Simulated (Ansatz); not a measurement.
# CaHg: a line through an energy map

An exercise on one series of results from a longer session: the logs are not shown, and one member is left open.

Computed with Ansatz 0.2.0 (DFT LDA, scalar-relativistic, plane waves, PAW, unless a step's input says otherwise).

26 further runs of the same task are left out: 26 set aside as unsound or not needed.

## The starting structure

It takes space group Pm-3m (No. 221, cubic). The conventional cell has a = 3.653 Å, b = 3.653 Å, c = 3.653 Å, α = 90.00°, β = 90.00°, γ = 90.00°. Around Ca (site symmetry m-3m) lie 8 Hg at 3.16 Å. Around Hg (site symmetry m-3m) lie 8 Ca at 3.16 Å.

Structure file:

```cif
data_structure
_symmetry_space_group_name_H-M 'P 1'
_symmetry_Int_Tables_number 1
_cell_length_a 3.6531
_cell_length_b 3.6531
_cell_length_c 3.6531
_cell_angle_alpha 90.000
_cell_angle_beta 90.000
_cell_angle_gamma 90.000
_cell_volume 48.75
loop_
_atom_site_label
_atom_site_type_symbol
_atom_site_fract_x
_atom_site_fract_y
_atom_site_fract_z
_atom_site_occupancy
Ca1 Ca 0.00000 0.00000 0.00000 1
Hg1 Hg 0.50000 0.50000 0.50000 1
```

It goes back to an entry of the Materials Project, which need not be the stable form.

This cell was relaxed beforehand with the same method: volume 24.38 Å³/atom, gap on the mesh none (metal).

## What is varied

The energy is mapped over volume and the cell's shape.

First coordinate, volume per atom: 7 values from 21.45 to 27.30 Å³. Second coordinate, length along [111] over the lengths across it, relative to the cubic cell: 9 values from 0.786 to 2.062.

Nothing else is relaxed (symmetry fixes all fractional coordinates). Energies count from the relaxed crystal. Points are written as (first, second).

Set-up of the first run:

The input, input.yaml:

```yaml
crystal:
  lattice:
    - [3.5227576892, -0.2711370077, -0.2711370077]
    - [-0.2711370077, 3.5227576892, -0.2711370077]
    - [-0.2711370077, -0.2711370077, 3.5227576892]
  atoms:
    - { symbol: Ca, position: [0.0, 0.0, 0.0] }
    - { symbol: Hg, position: [0.5, 0.5, 0.5] }
basis:
  ecutwfc: 420
kpoints:
  mp_grid: { grid: [14, 14, 14] }
hamiltonian:
  xc: lda
  pseudopotentials: { kind: paw }
scf:
  occupations: { method: gaussian, width: 0.15 }
output:
  forces: true
  stress: true
  eigenvalues: true
```

The run is started by

```sh
> ansatz run input.yaml --threads 1 --pin off --max-ram 2048MiB --backend cpu --events-out ev --progress --plain --runs-dir out
```

Among the steps run: Grid point (21.45 Å³, 0.786); The run at (22.43 Å³, 0.786); Point (23.40 Å³, 0.786); Grid point (24.38 Å³, 0.786); Point (26.32 Å³, 0.786).

One table of the session follows, with a row left open; its other results are not shown here.

| volume per atom (Å³) | energy (meV/atom) | slope (meV/atom per Å³) | pressure (GPa) |
| --- | --- | --- | --- |
| 21.45 | 432 | −89 | 14.2 |
| 22.43 | 358 | −64 | 10.2 |
| 23.40 | 306 | −44 | 7.0 |
| 24.38 | 272 | −27 | 4.4 |
| 25.35 | ? | ? | ? |
| 26.32 | 243 | −4 | 0.6 |
| 27.30 | 244 | 5 | −0.8 |

Estimate the missing values for volume per atom (Å³) = 25.35.

Worked estimate for «energy (meV/atom)». A straight line through the neighbours (24.38, 272) and (26.32, 243) gives 272 + (243 − 272) × (25.35 − 24.38) / (26.32 − 24.38) = 258; a parabola fitted to 4 rows on both sides gives 252.

**Answer.** energy (meV/atom): 252; slope (meV/atom per Å³): −14; pressure (GPa): 2.3. In «energy (meV/atom)» the line misses by +6 and the parabola by +0.

Energies count from the relaxed crystal. Rows without a step come from runs not printed here or follow by symmetry.

In words: Along the line the energy is lowest at 26.32 Å³, 243 meV/atom from the zero. V·d²E/dV² there is about 39 GPa, a bulk modulus under this line's constraint. The highest point computed, at 21.45 Å³, lies 189 meV/atom above the lowest.
